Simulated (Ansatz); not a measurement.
# CH2OSe: the cost of one run

Method: single points in def2-TZVPP; program: Ansatz 0.2.0, Gaussian basis.

Correlated methods freeze the cores. Filled d shells of the heavier atoms are correlated.

## 1. The starting structure

SMILES `OC=[Se]`, 5 atoms, charge 0, spin multiplicity 1.

Atoms are counted from 1 here; the program's logs count them from 0.

Bond lengths: O1–C2 1.282 Å, O1–H4 0.969 Å, C2–Se3 1.775 Å, C2–H5 1.090 Å. Angles: C2–O1–H4 107.3°, O1–C2–Se3 124.6°, O1–C2–H5 114.5°, Se3–C2–H5 120.5°.

Geometry (Å):

```mol
CH2OSe
  3D, bonds by distance, orders not assigned

  5  4  0  0  0  0  0  0  0  0999 V2000
   -0.5995   -0.8051   -0.0477 O   0  0
    0.2125    0.1778    0.0908 C   0  0
    1.7598    0.0926    0.9558 Se  0  0
   -1.2084   -0.5777   -0.7667 H   0  0
   -0.0569    1.0706   -0.4736 H   0  0
  1  2  8  0
  1  4  8  0
  2  3  8  0
  2  5  8  0
M  END
```

## 2. PBE-D4/def2-TZVPP

The input, run/in.yaml:

```yaml
crystal:
  periodic: [false, false, false]
  atoms:
    - {symbol: O, position_ang: [-0.599512, -0.805104, -0.047726]}
    - {symbol: C, position_ang: [0.212497, 0.177825, 0.090818]}
    - {symbol: Se, position_ang: [1.759773, 0.092573, 0.955814]}
    - {symbol: H, position_ang: [-1.208392, -0.577691, -0.766729]}
    - {symbol: H, position_ang: [-0.056919, 1.070565, -0.473572]}
basis:
  gaussian: {orbitals: def2-TZVPP}
hamiltonian: {xc: pbe, dispersion: d4}
output: {forces: true}
```

The run is started by

```console
ansatz run in.yaml --threads 2 --pin off --events-out ev --progress --plain --max-ram 3481MiB
```

What time and memory should one allow on 2 threads of Intel Xeon at 2.50GHz, shared host?

About 3.2 s, with a peak of 0.15 GiB.
